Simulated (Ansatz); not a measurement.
Task: a series of slab calculations of SrCa, space group P-6m2, with Ansatz 0.2.0, Python API. Give the script and its output. Settings (first run): PBEsol, PAW, the default cutoff (420 eV here), 5×5×1 k-points, Fermi-Dirac smearing of 0.05 eV.

Input file `srca.cif`:
```cif
data_SrCa
_cell_length_a 4.128338
_cell_length_b 4.128338
_cell_length_c 6.788745
_cell_angle_alpha 90.00000
_cell_angle_beta 90.00000
_cell_angle_gamma 120.00000
_symmetry_space_group_name_H-M 'P 1'
_symmetry_Int_Tables_number 1
loop_
_symmetry_equiv_pos_as_xyz
'x, y, z'
loop_
_atom_site_label
_atom_site_type_symbol
_atom_site_fract_x
_atom_site_fract_y
_atom_site_fract_z
Sr1 Sr    0.666667    0.333333    0.500000
Ca2 Ca    0.000000    0.000000    0.000000
```

`layers_srca.py`:
```python
from dataclasses import dataclass

import ansatz as az
from ase.build import surface
from ase.io import read
import numpy as np
import pandas as pd


@dataclass(frozen=True)
class RunConfig:
    filling: str = "fermi_dirac"
    width_ev: float = 0.05
    kgrid: tuple[int, ...] = (5, 5, 1)


settings = RunConfig()


def main() -> None:
    atoms = read("srca.cif")
    rows = []
    for value in [1, 2, 3, 4]:
        slab = surface(atoms, (0, 0, 1), value, vacuum=8.0)
        slab.pbc = True
        calc = (
            az.Crystal.from_ase(slab).calculation()
            .functional(az.Functional.PBESOL)
            .occupations(settings.filling, width=settings.width_ev)
            .kpoints(*settings.kgrid)
            .electric_field(axis=3, dipole_correction=True)
        )
        report = calc.run().report
        face = report["work_function"]
        rows.append((value, len(slab), report["free_energy_ev"], face["dipole_moment_e_ang"], face.get("phi_plus_ev"), face.get("phi_minus_ev")))

    print(pd.DataFrame(rows, columns=["layers", "atoms", "F (eV)", "dipole (e A)", "phi upper (eV)", "phi lower (eV)"]).round(4).to_string(index=False))
    slope, intercept = np.polyfit([row[1] for row in rows[1:]], [row[2] for row in rows[1:]], 1)
    area = np.linalg.norm(np.cross(slab.cell[0], slab.cell[1]))
    print(f"bulk {slope:.4f} eV/atom, mean surface energy {intercept / (2 * area) * 16.02177:.3f} J/m^2")


if __name__ == "__main__":
    main()
```

`python layers_srca.py` gives:
```text
DeckWarning: the atoms were moved onto the symmetric positions of the space group found under crystal.symmetry.tolerance 1.0e-5 (fractional; no operation is sought that the atoms, as they stand in a [...]
DeckWarning: basis.ecutwfc = 420 eV, auto-derived from the records' recommended cutoffs: set by Sr (normal level)
RunWarning: efield: at this solve's end the planar-averaged density reaches 1.04e-5 e/Å³ inside the ramp window [0.9118, 0.0882] (bound 1e-5 e/Å³); the window's nearer edge stands 5.69 Å from this [...]
 layers  atoms      F (eV)  dipole (e A)  phi upper (eV)  phi lower (eV)
      1      2  -5285.1178        0.0071          2.7120          2.7995
      2      4 -10570.9630        0.0075          2.7952          2.8871
      3      6 -15856.8499        0.0078          2.7938          2.8902
      4      8 -21142.7459        0.0077          2.7794          2.8742
bulk -2642.9457 eV/atom, mean surface energy 0.446 J/m^2
```
(Warnings from the package without file and line, shortened, repeats left out.)

What to keep in mind:
- Total energies depend on the potentials; only differences at equal settings carry meaning.
- The density doesn't vanish in the vacuum (a short gap or a low cutoff), which blurs the vacuum level.
- The structure comes from a database of computed cells and needn't be a stable or known phase.
- The slabs are thin, unrelaxed cuts of the structure as given, on a modest mesh, so the surface energy isn't converged; Miller indices refer to the cell as typed, and unlike faces give only a mean.
- Finished in 28 s on 1 thread of Arm Neoverse V1, with other jobs on the host, peak memory 0.72 GiB.
